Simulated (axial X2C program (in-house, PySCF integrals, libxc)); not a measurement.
# AuSe²⁺: from the state search to constants

Aim: find the lowest determinant of AuSe²⁺, scan the bond at several levels and fit the constants, once spin-free and once with spin–orbit coupling.

Computed with an in-house X2C program for linear molecules on PySCF integrals. Level: all-electron X2C, Au dyall-v2z, Se dyall-v2z.

All values are calculated.

## 1. Input

task.json reads:

```json
{
 "zs": [
  79,
  34
 ],
 "q": 2,
 "bas": [
  "dyall-v2z",
  "dyall-v2z"
 ],
 "levels": [
  "PBE0",
  "HF",
  "BLYP",
  "r2SCAN0"
 ],
 "cc": false,
 "r0": 2.28,
 "npts": 10,
 "nst": 2,
 "ntry": 6
}
```

Keys: zs atomic numbers; q charge; bas basis sets; levels methods (HF also brings MP2); cc coupled cluster on or off; r0 starting distance in Å; npts points asked for on the curve; nst determinants followed; ntry starts of the search.

Started as:

```sh
python so2c.py task.json out
```

Spin-free means the one-electron spin-free X2C Hamiltonian; two-component (2c) means X2C with spin–orbit coupling and atomic mean-field two-electron Coulomb and Gaunt terms. Basis: Au dyall-v2z contracted to [11s12p9d5f], Se dyall-v2z contracted to [7s8p5d]; Gaussian nuclei, density fitting. Masses: Au 196.967 u, Se 79.917 u.

Notation: σ, π±, δ± give the projection m of an orbital's angular momentum (0, ±1, ±2), α and β its spin, Λ and M_S the sums; ω is the projection of a spinor's total angular momentum and Ω the sum. Logs are in hartree.

The results follow Hamiltonian by Hamiltonian and level by level.

## 2. Search for the lowest determinant

PBE0 moves the distance from 2.280 Å to 2.506 Å and compares determinants there.

Spin-free determinants:

```csv
ΔE (eV),state,open shells
0.00,"M_S = 3/2, Λ = 0","beyond closed shells: σα, π+α, π-α"
0.35,"M_S = 1/2, Λ = 0","beyond closed shells: σβ, π+α, π-α"
0.94,"M_S = 1/2, Λ = 1",beyond closed shells: π+α
1.30,"M_S = 1/2, Λ = 2","beyond closed shells: σα, π+α, π+β"
1.30,"M_S = 1/2, Λ = 0","beyond closed shells: σα, π+β, π-α"
1.70,"M_S = 1/2, Λ = 2","beyond closed shells: π+α, π-α, δ+α, δ+β, δ-β"
1.72,"M_S = 3/2, Λ = 2","beyond closed shells: π+α, π-α, δ+α, δ+β, δ-α"
```

Two-component determinants:

```csv
ΔE (eV),state,open shells
0.00,Ω = 3/2,excess of +ω over −ω: ω = 3/2
0.30,Ω = 1/2,"excess of +ω over −ω: 2 × ω = -1/2, ω = 3/2"
0.65,Ω = 1/2,excess of +ω over −ω: ω = 1/2
1.16,Ω = 3/2,"excess of +ω over −ω: ω = 1/2, ω = -3/2, ω = 5/2"
1.18,Ω = 7/2,"excess of +ω over −ω: ω = -1/2, ω = 3/2, ω = 5/2"
1.28,Ω = 5/2,"excess of +ω over −ω: 2 × ω = 1/2, ω = 3/2"
1.49,Ω = 5/2,"excess of +ω over −ω: ω = -1/2, 2 × ω = 3/2"
```

## 3. PBE0, spin-free

State followed: M_S = 3/2, Λ = 0 (beyond closed shells: σα, π+α, π-α). The scan is laid around 2.506 Å, a first estimate of the minimum, and this SCF restarts from the orbitals of the search.

Output at 2.506 Å:

```text
spin-free X2C-1e  PBE0
basis functions 183  fitting functions 1154  grid points 5803
iter        total energy     max residual
   1     -21443.281054149     3.27e-05
   2     -21443.281054140     5.18e-05
   3     -21443.281054167     4.62e-06
   4     -21443.281054169     7.79e-06
converged
one-electron -30517.44757688  Coulomb 8964.41834281  exact exchange -112.60533206  xc functional -344.83323526  nuclear repulsion 567.18674722
```

Along the bond, energies from the lowest point:

```
R (Å)  E (eV)  μ (D)  HOMO (eV)  LUMO (eV)  iterations
2.180  0.4681   2.62     -21.99     -19.35          11
2.280  0.1668   2.96     -22.01     -19.18          10
2.356  0.0542   3.21     -22.01     -19.05          10
2.431  0.0059   3.46     -22.01     -18.92          11
2.506  0.0000   3.71     -22.00     -18.80           4
2.594  0.0252   4.00     -21.98     -18.66          11
2.681  0.0661   4.29     -21.88     -18.51          11
2.794  0.1203   4.67     -21.73     -18.32          11
2.932  0.1653   5.14     -21.55     -18.07          11
3.132  0.1659   5.79     -21.30     -17.69          11
```

Dipoles are positive if Se is the positive end and refer to the centre of mass.

Outer orbitals at the reference distance:

```json
{"symmetry": "σα", "occupied": "yes", "ε (eV)": "-35.03", "atomic character": "87% Se s, 6% Au p, 4% Au d"}
{"symmetry": "σβ", "occupied": "yes", "ε (eV)": "-31.90", "atomic character": "84% Se s, 6% Au p, 5% Au d"}
{"symmetry": "σα", "occupied": "yes", "ε (eV)": "-25.03", "atomic character": "60% Au d, 32% Se p, 3% Se s"}
{"symmetry": "π-α", "occupied": "yes", "ε (eV)": "-24.08", "atomic character": "81% Au d, 18% Se p"}
{"symmetry": "π+α", "occupied": "yes", "ε (eV)": "-24.08", "atomic character": "81% Au d, 18% Se p"}
{"symmetry": "σβ", "occupied": "yes", "ε (eV)": "-23.67", "atomic character": "65% Au d, 23% Se p, 6% Se s"}
{"symmetry": "π+β", "occupied": "yes", "ε (eV)": "-23.54", "atomic character": "97% Au d, 2% Se p"}
{"symmetry": "π-β", "occupied": "yes", "ε (eV)": "-23.54", "atomic character": "97% Au d, 2% Se p"}
{"symmetry": "δ-α", "occupied": "yes", "ε (eV)": "-23.40", "atomic character": "100% Au d"}
{"symmetry": "δ+α", "occupied": "yes", "ε (eV)": "-23.40", "atomic character": "100% Au d"}
{"symmetry": "δ-β", "occupied": "yes", "ε (eV)": "-22.93", "atomic character": "100% Au d"}
{"symmetry": "δ+β", "occupied": "yes", "ε (eV)": "-22.93", "atomic character": "100% Au d"}
{"symmetry": "σα", "occupied": "yes", "ε (eV)": "-22.14", "atomic character": "39% Se p, 36% Au d, 22% Au s"}
{"symmetry": "π-α", "occupied": "yes", "ε (eV)": "-22.00", "atomic character": "79% Se p, 19% Au d"}
{"symmetry": "π+α", "occupied": "yes", "ε (eV)": "-22.00", "atomic character": "79% Se p, 19% Au d"}
{"symmetry": "σβ", "occupied": "no", "ε (eV)": "-18.80", "atomic character": "37% Se p, 30% Au s, 29% Au d"}
{"symmetry": "π-β", "occupied": "no", "ε (eV)": "-17.19", "atomic character": "92% Se p, 4% Au d, 4% Au p"}
{"symmetry": "π+β", "occupied": "no", "ε (eV)": "-17.19", "atomic character": "92% Se p, 4% Au d, 4% Au p"}
{"symmetry": "σα", "occupied": "no", "ε (eV)": "-16.09", "atomic character": "68% Au s, 16% Se p, 9% Au p"}
```

PBE0 fields in the half plane through the axis: z from -2.4 to 4.8 Å across, distance from the axis 0.15 to 2.25 Å upwards; Au lies at z = 0 and Se at z = 2.506 Å; the ELF is damped to zero where the density is low.

log10 density (e/bohr³). Ten even steps from '0' (-6.05 ) to '9' (1.88 ):
```
0011223333333333333322211
0112333333333334443333221
1123344444444444444443322
1233445555554455555444332
1234455666555555665544332
2334556677665566666554432
2334567787766667776655433
2344567898766667997655433
```

ELF. Ten even steps from '0' (0.00 ) to '9' (0.86 ):
```
0000000000000000111000000
0000000000000012343210000
0000000000000124676531000
0000001111111257999752100
0000012333222479999974100
0000124666433676458996200
0000136747644752542797300
0000147434644726483587310
```

Re = 2.480 Å, ωe = 161.3 cm⁻¹, ωexe = 1.97 cm⁻¹, Be = 0.0482 cm⁻¹, De = -3.81 eV, μ = 3.63 D.

## 4. HF, spin-free

Output at 2.506 Å:

```text
spin-free X2C-1e  HF
basis functions 183  fitting functions 1154  grid points 5803
iter        total energy     max residual
   1     -21436.263815088     1.36e+00
   2     -21436.317435748     1.83e-02
   3     -21436.320001760     2.25e-02
   4     -21436.321756162     2.86e-03
   5     -21436.322329538     2.47e-03
   6     -21436.322666318     2.18e-03
   7     -21436.322957730     1.85e-03
   8     -21436.323183442     1.34e-03
   9     -21436.323351300     6.65e-04
  10     -21436.323385169     2.14e-04
  11     -21436.323389073     6.36e-05
  12     -21436.323389234     2.27e-05
  13     -21436.323389250     8.66e-06
  14     -21436.323389253     2.69e-06
  15     -21436.323389254     1.50e-06
converged
one-electron -30522.50741474  Coulomb 8969.75613558  exact exchange -450.75885732  xc functional 0.00000000  nuclear repulsion 567.18674722
```

No constants are quoted: the lowest point is the long end of the scan.

## 5. BLYP, spin-free

The SCF at the reference distance of 2.506 Å:

```text
spin-free X2C-1e  BLYP
basis functions 183  fitting functions 1154  grid points 5803
iter        total energy     max residual
   1     -21444.951857221     4.39e-01
   2     -21444.953223289     3.88e-02
   3     -21444.847564540     1.03e-01
   4     -21444.964087937     8.99e-03
   5     -21444.964743679     6.47e-03
   6     -21444.965299601     2.17e-03
   7     -21444.965360597     1.42e-04
   8     -21444.965360669     1.32e-04
   9     -21444.965360883     9.46e-06
  10     -21444.965360884     2.86e-06
converged
one-electron -30513.76079126  Coulomb 8960.62241365  exact exchange 0.00000000  xc functional -459.01373049  nuclear repulsion 567.18674722
```

Re = 2.499 Å, ωe = 164.9 cm⁻¹, ωexe = 1.31 cm⁻¹, Be = 0.04747 cm⁻¹, De = -3.40 eV, μ = 3.79 D.

## 6. r2SCAN0, spin-free

Output at 2.506 Å:

```text
spin-free X2C-1e  r2SCAN0
basis functions 183  fitting functions 1154  grid points 5803
iter        total energy     max residual
   1     -21443.542744199     4.96e-01
   2     -21443.547530499     6.31e-03
   3     -21443.547023181     1.05e-02
   4     -21443.547807661     9.45e-04
   5     -21443.547814177     5.07e-04
   6     -21443.547817257     1.48e-04
   7     -21443.547818090     1.03e-04
   8     -21443.547818398     3.03e-05
   9     -21443.547818442     2.08e-05
  10     -21443.547818457     5.34e-06
  11     -21443.547818458     8.52e-07
converged
one-electron -30518.34991752  Coulomb 8965.37900072  exact exchange -112.62483638  xc functional -345.13881251  nuclear repulsion 567.18674722
```

Re = 2.464 Å, ωe = 169.3 cm⁻¹, ωexe = 1.92 cm⁻¹, Be = 0.04885 cm⁻¹, De = -3.81 eV, μ = 3.44 D.

## 7. MP2, spin-free

Correlated methods: 15 electrons correlated (frozen shells, counted by type: Au 5 s, 4 p, 2 d, 1 f; Se 3 s, 2 p, 1 d), 153 virtual spinors in MP2.

MP2: No constants are quoted: the lowest point is the long end of the scan.

## 8. A higher determinant, spin-free

State: M_S = 1/2, Λ = 0 (beyond closed shells: σβ, π+α, π-α).

Output at the reference distance:

```text
spin-free X2C-1e  PBE0
basis functions 183  fitting functions 1154  grid points 5803
iter        total energy     max residual
   1     -21443.268256751     9.54e-06
   2     -21443.268256756     1.13e-05
   3     -21443.268256758     6.27e-06
converged
one-electron -30516.29185121  Coulomb 8963.23798827  exact exchange -112.59368112  xc functional -344.80745992  nuclear repulsion 567.18674722
```

```
R (Å)  E above the lowest PBE0 point (eV)
2.180                               0.758
2.280                               0.462
2.356                               0.361
2.431                               0.330
2.506                               0.348
2.594                               0.410
2.681                               0.498
2.794                               0.623
2.932                               0.762
```

Re = 2.436 Å, ωe = 200.7 cm⁻¹, ωexe = 0.9 cm⁻¹, Be = 0.04998 cm⁻¹, μ = 3.28 D. ⟨S²⟩ = 1.76 against 0.75 for a pure state, so this determinant mixes spins. Te = 0.33 eV.

## 9. The spin-free curves together

Energy (eV) of the followed determinant, spin-free, from each level's lowest point:

```
R (Å)   PBE0     HF    MP2   BLYP  r2SCAN0
2.180  0.468  1.754  0.849  0.546    0.435
2.280  0.167  1.290  0.521  0.210    0.145
2.356  0.054  1.057  0.383  0.078    0.041
2.431  0.006  0.886  0.307  0.015    0.000
2.506  0.000  0.753  0.270  0.000    0.001
2.594  0.025  0.626  0.247  0.021    0.034
2.681  0.066  0.514  0.229  0.066    0.081
2.794  0.120  0.380  0.195  0.137    0.140
2.932  0.165  0.222  0.131  0.220    0.185
3.132  0.166  0.000  0.000  0.301    0.178
```

## 10. PBE0, 2c

State followed: Ω = 3/2 (excess of +ω over −ω: ω = 3/2). The scan is laid around 2.506 Å, a first estimate of the minimum, and this SCF restarts from the orbitals of the search.

The SCF at the reference distance of 2.506 Å:

```text
two-component X2C + atomic mean field  PBE0
basis functions 183  fitting functions 1154  grid points 5803
iter        total energy     max residual
   1     -21444.911259849     1.01e-05
   2     -21444.911259850     2.22e-05
   3     -21444.911259857     3.43e-06
   4     -21444.911259858     4.46e-06
converged
one-electron -30496.85243403  Coulomb 8960.71311778  exact exchange -112.57572194  xc functional -344.81243402  nuclear repulsion 567.18674722  atomic mean-field constant -18.57053486
```

Along the bond, energies from the lowest point:

```
R (Å)  E (eV)  μ (D)  HOMO (eV)  LUMO (eV)  iterations
2.180  0.4603   2.54     -21.73     -19.33          14
2.280  0.1624   2.85     -21.75     -19.16          13
2.356  0.0512   3.08     -21.75     -19.03          12
2.431  0.0041   3.32     -21.74     -18.90          12
2.506  0.0000   3.55     -21.72     -18.78           4
2.594  0.0283   3.83     -21.69     -18.63          12
2.681  0.0738   4.11     -21.65     -18.49          12
2.794  0.1359   4.49     -21.58     -18.29          12
2.932  0.1920   4.96     -21.37     -18.05          12
3.132  0.2083   5.64     -21.01     -17.67          12
```

Dipoles are positive if Se is the positive end and refer to the centre of mass.

Outer spinors at the reference distance:

```
   ω  occupied  ε (eV)              atomic character     λ mixture
 1/2       yes  -34.95    87% Se s, 6% Au p, 4% Au d        100% σ
-1/2       yes  -31.90    83% Se s, 6% Au p, 6% Au d        100% σ
 1/2       yes  -25.39   75% Au d, 19% Se p, 3% Se s  82% σ, 18% π
-1/2       yes  -24.96             89% Au d, 8% Se p  70% π, 30% σ
-3/2       yes  -24.55                     100% Au d  76% δ, 24% π
 3/2       yes  -24.46             94% Au d, 6% Se p  55% π, 45% δ
 1/2       yes  -23.89   78% Au d, 18% Se p, 2% Au s  76% π, 24% σ
-1/2       yes  -23.46   53% Au d, 36% Se p, 4% Se s  67% σ, 33% π
 3/2       yes  -23.28            82% Au d, 17% Se p  53% δ, 47% π
-3/2       yes  -23.08             97% Au d, 2% Se p  76% π, 24% δ
 5/2       yes  -22.93                     100% Au d        100% δ
-5/2       yes  -22.46                     100% Au d        100% δ
-1/2       yes  -22.08            78% Se p, 18% Au d   93% π, 7% σ
 1/2       yes  -22.07  39% Au d, 35% Se p, 22% Au s   94% σ, 6% π
 3/2       yes  -21.72            74% Se p, 24% Au d   97% π, 3% δ
-1/2        no  -18.78  34% Au d, 33% Se p, 29% Au s   96% σ, 4% π
 1/2        no  -17.31    92% Se p, 4% Au p, 4% Au d        100% π
-3/2        no  -17.01    92% Se p, 4% Au d, 4% Au p        100% π
 1/2        no  -16.14  67% Au s, 17% Se p, 10% Au p        100% σ
```

PBE0 fields in the half plane through the axis: z from -2.4 to 4.8 Å across, distance from the axis 0.15 to 2.25 Å upwards; Au lies at z = 0 and Se at z = 2.506 Å; the ELF is damped to zero where the density is low.

log10 density (e/bohr³). Ten even steps from ' ' (-6.00 ) to '@' (1.88 ):
```
    ....::::::--------------------------::::::....
  ....::------------------------====--------::::..
  ..::----==============================------::::
..::----====++++++++++======++++++++++======----::
..::--====++++******++++++++++++**++++++====----::
::----==++++****##******++++**********++++====--::
::----==++**####%%####********######****++++==----
::----==++**##%%@@%%##********##@@%%##**++++==----
```

ELF. Ten even steps from ' ' (0.00 ) to '@' (0.87 ):
```
                                ......            
                            ..::--==--::..        
                          ..::==**##**++--..      
            ..............::++##@@@@@@##++::..    
          ..::------::::::==##@@@@@@@@@@##==..    
        ..::==******==----**##**==++%%@@@@**::    
        ..--**##==##**====##++::++==::##@@##--    
        ..==##==--==**====##::**==%%--++@@##--..  
```

Re = 2.476 Å, ωe = 165.7 cm⁻¹, ωexe = 1.73 cm⁻¹, Be = 0.04837 cm⁻¹, De = -3.74 eV, μ = 3.46 D.

## 11. HF, 2c

The SCF at the reference distance of 2.506 Å:

```text
two-component X2C + atomic mean field  HF
basis functions 183  fitting functions 1154  grid points 5803
iter        total energy     max residual
   1     -21437.825991652     1.35e+00
   2     -21437.879889031     1.77e-02
   3     -21437.882356180     2.15e-02
   4     -21437.883904207     2.49e-03
   5     -21437.884369119     1.74e-03
   6     -21437.884607539     1.60e-03
   7     -21437.884784446     1.33e-03
   8     -21437.884922728     1.14e-03
   9     -21437.885059615     8.92e-04
  10     -21437.885173088     4.05e-04
  11     -21437.885214802     2.58e-04
  12     -21437.885226402     1.53e-04
  13     -21437.885230649     1.18e-04
  14     -21437.885232735     7.70e-05
  15     -21437.885233606     3.45e-05
  16     -21437.885233776     1.62e-05
  17     -21437.885233822     9.55e-06
  18     -21437.885233842     4.82e-06
  19     -21437.885233844     2.23e-06
  20     -21437.885233844     1.21e-06
converged
one-electron -30501.73317975  Coulomb 8965.86728626  exact exchange -450.63555271  xc functional 0.00000000  nuclear repulsion 567.18674722  atomic mean-field constant -18.57053486
```

No constants are quoted: the lowest point is the long end of the scan.

## 12. BLYP, 2c

Output at 2.506 Å:

```text
two-component X2C + atomic mean field  BLYP
basis functions 183  fitting functions 1154  grid points 5803
iter        total energy     max residual
   1     -21446.612954973     4.38e-01
   2     -21446.614900651     3.90e-02
   3     -21446.282337834     1.39e-01
   4     -21446.588944441     4.49e-02
   5     -21446.623643572     1.25e-02
   6     -21446.626218010     4.72e-03
   7     -21446.626608882     4.45e-04
   8     -21446.626611518     3.24e-04
   9     -21446.626612460     8.26e-05
  10     -21446.626612572     2.86e-05
  11     -21446.626612583     4.53e-06
  12     -21446.626612583     3.18e-07
converged
one-electron -30493.18369038  Coulomb 8956.93373025  exact exchange 0.00000000  xc functional -458.99286481  nuclear repulsion 567.18674722  atomic mean-field constant -18.57053486
```

Re = 2.489 Å, ωe = 160.2 cm⁻¹, ωexe = 1.08 cm⁻¹, Be = 0.04788 cm⁻¹, De = -3.32 eV, μ = 3.67 D.

## 13. r2SCAN0, 2c

Output at 2.506 Å:

```text
two-component X2C + atomic mean field  r2SCAN0
basis functions 183  fitting functions 1154  grid points 5803
iter        total energy     max residual
   1     -21445.102791101     4.99e-01
   2     -21445.107891456     6.29e-03
   3     -21445.107393017     1.06e-02
   4     -21445.108167335     9.46e-04
   5     -21445.108174407     5.21e-04
   6     -21445.108177708     1.39e-04
   7     -21445.108178576     8.01e-05
   8     -21445.108178822     2.63e-05
   9     -21445.108178850     1.26e-05
  10     -21445.108178856     3.48e-06
  11     -21445.108178857     7.40e-07
converged
one-electron -30497.77238336  Coulomb 8961.69155999  exact exchange -112.59530845  xc functional -345.04825940  nuclear repulsion 567.18674722  atomic mean-field constant -18.57053486
```

Re = 2.460 Å, ωe = 173.6 cm⁻¹, ωexe = 1.7 cm⁻¹, Be = 0.04898 cm⁻¹, De = -3.74 eV, μ = 3.29 D.

## 14. Correlated methods, 2c

Correlated methods: 15 electrons correlated (frozen shells, counted by type: Au 5 s, 4 p, 2 d, 1 f; Se 3 s, 2 p, 1 d), 153 virtual spinors in MP2.

MP2: No constants are quoted: the lowest point is the long end of the scan.

## 15. A higher determinant, 2c

State: Ω = 1/2 (excess of +ω over −ω: 2 × ω = -1/2, ω = 3/2).

Output at the reference distance:

```text
two-component X2C + atomic mean field  PBE0
basis functions 183  fitting functions 1154  grid points 5803
iter        total energy     max residual
   1     -21444.900060253     1.30e-05
   2     -21444.900060254     2.73e-05
   3     -21444.900060264     4.82e-06
   4     -21444.900060266     5.90e-06
converged
one-electron -30495.68485160  Coulomb 8959.52171809  exact exchange -112.56526273  xc functional -344.78787638  nuclear repulsion 567.18674722  atomic mean-field constant -18.57053486
```

```
R (Å)  E above the lowest PBE0 point (eV)
2.180                               0.755
2.280                               0.445
2.356                               0.333
2.431                               0.293
2.506                               0.305
2.594                               0.362
2.681                               0.448
2.794                               0.580
2.932                               0.738
```

Re = 2.448 Å, ωe = 198.6 cm⁻¹, ωexe = 0.734 cm⁻¹, Be = 0.04948 cm⁻¹, μ = 3.17 D. Te = 0.29 eV.

## 16. The 2c curves together

Energy (eV) of the followed determinant, 2c, from each level's lowest point:

```
R (Å)   PBE0     HF    MP2   BLYP  r2SCAN0
2.180  0.460  1.684  0.837  0.437    0.434
2.280  0.162  1.223  0.510  0.165    0.144
2.356  0.051  0.999  0.362  0.059    0.040
2.431  0.004  0.839  0.276  0.009    0.000
2.506  0.000  0.717  0.237  0.000    0.003
2.594  0.028  0.600  0.220  0.024    0.039
2.681  0.074  0.496  0.209  0.070    0.091
2.794  0.136  0.369  0.183  0.143    0.158
2.932  0.192  0.218  0.126  0.231    0.216
3.132  0.208  0.000  0.000  0.321    0.225
```

Time for the job: 4 min (1 thread, shared host).

## 17. Constants

Lowest determinant that the search found at its distance, spin-free: M_S = 3/2, Λ = 0 (beyond closed shells: σα, π+α, π-α).

Lowest determinant that the search found at its distance, 2c: Ω = 3/2 (excess of +ω over −ω: ω = 3/2).

| Hamiltonian | level | Re (Å) | ωe (cm⁻¹) | De (eV) | μ (D) |
| --- | --- | --- | --- | --- | --- |
| spin-free | PBE0 | 2.480 | 161.3 | -3.81 | 3.63 |
| spin-free | BLYP | 2.499 | 164.9 | -3.40 | 3.79 |
| spin-free | r2SCAN0 | 2.464 | 169.3 | -3.81 | 3.44 |
| 2c | PBE0 | 2.476 | 165.7 | -3.74 | 3.46 |
| 2c | BLYP | 2.489 | 160.2 | -3.32 | 3.67 |
| 2c | r2SCAN0 | 2.460 | 173.6 | -3.74 | 3.29 |

Dipoles are positive if Se is the positive end and refer to the centre of mass. No constants: spin-free HF (the lowest point is the long end of the scan); spin-free MP2 (the lowest point is the long end of the scan); 2c HF (the lowest point is the long end of the scan); 2c MP2 (the lowest point is the long end of the scan).

Time per point (s) on 1 thread, shared host (2c runs); the times are rough: PBE0 1.6, BLYP 0.52, r2SCAN0 2.3.

What this shows: At PBE0, going from spin-free to two-component changes Re by -4 mÅ, ωe by +2.7 %, which is small (part of it comes from the scalar share of the two-electron terms). It costs about 1.8 times the time. De moves by +0.07 eV; both De rest on single-determinant atoms, which can miss part of an open shell's spin–orbit lowering. De is negative at PBE0, BLYP, r2SCAN0: there the minimum lies above the ground-state fragments.

De refers to Au+ + Se+, each in the lowest determinant found, which need not be this curve's own limit. The state is a single determinant with fixed occupations, the lowest that a limited PBE0 search found. De is counted from the lowest determinant-based energies of the atoms at the same level, without counterpoise correction. Density functionals use the spin component along the axis (collinear). The meta-GGAs lack a current-density term, which matters for open shells with orbital currents, atoms included. With several unpaired electrons one determinant need not be a pure state. At some level an empty orbital lies below a filled one.
